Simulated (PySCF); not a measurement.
# DyH3N (Dy(NH3)3+): the cost of one run

The runs use PySCF 2.14.0; PBE, Dy lcecp-1-SVP with ECP55, N def2-SVP, H def2-SVP; scalar-relativistic core potentials, no spin–orbit coupling.

3 further runs of the same task are left out: 2 for a known fault of the program, 1 that didn't finish.

## (1) The system as given

5 atoms, charge 3, spin multiplicity 1.

Bond lengths: Dy1–N2 2.507 Å, N2–H3 1.020 Å, N2–H4 1.020 Å, N2–H5 1.020 Å. Angles: Dy1–N2–H3 113.0°, Dy1–N2–H4 113.0°, Dy1–N2–H5 113.0°, H3–N2–H4 105.8°, H3–N2–H5 105.8°, H4–N2–H5 105.8°.

Geometry (Å):

```xyz
5
DyH3N
Dy    0.00000    0.00000    0.00000
N     0.00000    0.00000    2.50750
H     0.93920    0.00000    2.90550
H    -0.46960    0.81330    2.90550
H    -0.46960   -0.81330    2.90550
```

Formal oxidation states: Dy +3. Each metal's 9 4f electrons lie in its core potential, so multiplicities, spins and levels count the valence alone.

## (2) SCF at the start, singlet

run.py (the lines that set the calculation)

```python
mol = gto.M(atom='''
Dy     0.00000     0.00000     0.00000
N      0.00000     0.00000     2.50750
H      0.93920     0.00000     2.90550
H     -0.46960     0.81330     2.90550
H     -0.46960    -0.81330     2.90550''',
    basis={'Dy': 'lcecp-1-SVP', 'N': 'def2-SVP', 'H': 'def2-SVP'},
    ecp={'Dy': 'lcecp-1-SVP'},
    charge=3, spin=0)
mf = dft.RKS(mol, xc='PBE')
mf.grids.atom_grid = (50, 194)  # f atoms: unpruned, at least (60, 302)
mf = mf.density_fit()  # fitting sets: Dy AutoAux, N def2-universal-JKFIT, H def2-universal-JKFIT
mf.conv_tol = 1e-08; mf.max_cycle = 55
mf.kernel(dm0)  # dm0: free metal ions and neutral atoms
```

Started as:

```
$ OMP_NUM_THREADS=2 python run.py
```

**Question.** How long does this run take on 2 threads of Intel Xeon at 2.50GHz (Skylake/Cascade Lake), shared host, and how much memory does it need?

About 10 s, with a peak of 0.37 GiB.
